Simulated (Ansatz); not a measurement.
# InSe: the cost of one run

The runs shown are made with Ansatz 0.2.0. PAW datasets, plane waves. No spin polarisation and no zero-point or thermal motion.

## Step 1: The cell

The cell was relaxed beforehand with r2SCAN+rVV10.

Space group P6_3/mmc (No. 194), hexagonal; a = 4.018 Å, c = 16.926 Å in the conventional setting, 29.58 Å³ an atom. Around In lie 3 Se at 2.64 Å and 1 In at 2.79 Å; around Se lie 3 In at 2.64 Å.

Coordinates:

```xyz
8
Lattice="4.0181 0.0000 0.0000 -2.0091 3.4798 0.0000 0.0000 0.0000 16.9256" Properties=species:S:1:pos:R:3 pbc="T T T"
In    0.0000    2.3199    2.8385
In    2.0091    1.1599   11.3013
In    0.0000    2.3199    5.6243
In    2.0091    1.1599   14.0871
Se    0.0000    2.3199   10.0333
Se    2.0091    1.1599    1.5705
Se    0.0000    2.3199   15.3552
Se    2.0091    1.1599    6.8923
```

## Step 2: Band structure with PBE

File input.yaml:

```yaml
crystal:
  lattice:
    - [4.0181119053, 0.0, 0.0]
    - [-2.0090559527, 3.4797869852, 0.0]
    - [0.0, 0.0, 16.9256135378]
  atoms:
    - { symbol: In, position: [0.3333333333, 0.6666666667, 0.1677023332] }
    - { symbol: In, position: [0.6666666667, 0.3333333333, 0.6677023332] }
    - { symbol: In, position: [0.3333333333, 0.6666666667, 0.3322976668] }
    - { symbol: In, position: [0.6666666667, 0.3333333333, 0.8322976668] }
    - { symbol: Se, position: [0.3333333333, 0.6666666667, 0.5927860119] }
    - { symbol: Se, position: [0.6666666667, 0.3333333333, 0.0927860119] }
    - { symbol: Se, position: [0.3333333333, 0.6666666667, 0.9072139881] }
    - { symbol: Se, position: [0.6666666667, 0.3333333333, 0.4072139881] }
kpoints:
  mp_grid: { grid: [12, 12, 2] }
  band_path:
    path:
      - [[0.0, 0.0, 0.0], [0.5, 2.829180953162e-17, 2.54524421968e-19], [0.3333333333333, 0.3333333333333, 5.090488439319e-19], [0.0, 0.0, 0.0], [1.497013350227e-47, 1.113636255306e-36, 0.5], [0.5, 2.830263917618e-17, 0.5], [0.3333333333333, 0.3333333333333, 0.5], [1.497013350227e-47, 1.113636255306e-36, 0.5]]
      - [[0.5, 2.830263917618e-17, 0.5], [0.5, 2.829180953162e-17, 2.54524421968e-19]]
      - [[0.3333333333333, 0.3333333333333, 0.5], [0.3333333333333, 0.3333333333333, 5.090488439319e-19]]
    npoints: 10
hamiltonian:
  xc: pbe
scf:
  occupations: { method: fermi_dirac, width: 0.02 }
  n_extra_bands: 6
output:
  forces: true
  stress: true
  eigenvalues: true
  write_density: true
  write_potential: true
  elf: true
  volumetric_format: npy
```

Run with:

```console
$ ansatz run input.yaml --threads 4 --pin off --max-ram 7372MiB --backend cpu --events-out ev --progress --plain --runs-dir out
```

**Question.** How long does this run take on 4 threads of Arm Neoverse V1, shared host, and how much memory does it need?

About 20 s, with a peak of 1.2 GiB.
